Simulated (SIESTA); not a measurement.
**NbCd3 under changes of volume**

One of the cells (19.096 Å³/atom); the others are scaled copies at fixed shape and fractional positions:

```
Cd Nb
1.0
     4.24291    0.00000    0.00000
     0.00000    4.24291    0.00000
     0.00000    0.00000    4.24291
Cd Nb
3 1
Direct
  0.50000 0.50000 0.00000
  0.50000 0.00000 0.50000
  0.00000 0.50000 0.50000
  0.00000 0.00000 0.00000
```

```yaml
Program: SIESTA 5.4.2
Functional: PBEsol
Potentials_or_basis: PseudoDojo 0.4 standard (PBEsol files)
Basis: DZP (energy shift 0.003 Ry; two zetas on semicore shells)
Grid_cutoff: 800 Ry
Energy_shift: 0.003 Ry
k_mesh: 6 × 6 × 6
Occupations: fermi-dirac, width 0.05 eV
Spin: no spin polarisation
```

| volume (Å³/atom) | energy over the lowest point (meV/atom) | pressure (GPa) |
| --- | --- | --- |
| 17.598 | ? | ? |
| 17.972 | 12.82 | 5.9 |
| 18.347 | 2.40 | 3.1 |
| 19.096 | 0.00 | -1.8 |
| 19.470 | 6.28 | -3.5 |
| 19.844 | 16.58 | -5.3 |

Task: What does the run at 17.598 Å³/atom give?

Result: Energy over the lowest point 30.16 meV/atom; pressure 9.1 GPa.

Worked out: A Birch-Murnaghan fit of order 3 (a polynomial in V^(-2/3)) to the other rows has its minimum at 18.79 Å³/atom with B0 = V·E''(V) = 115 GPa and B' = 6.8. It gives 30.70 meV/atom at 17.598 Å³/atom, against the run's 30.16, and -dE/dV = 9.4 GPa, against 9.1.

Energies are extrapolated to zero smearing.

Caveats: the basis of atomic orbitals isn't converged, which shifts pressures, moduli and gaps.
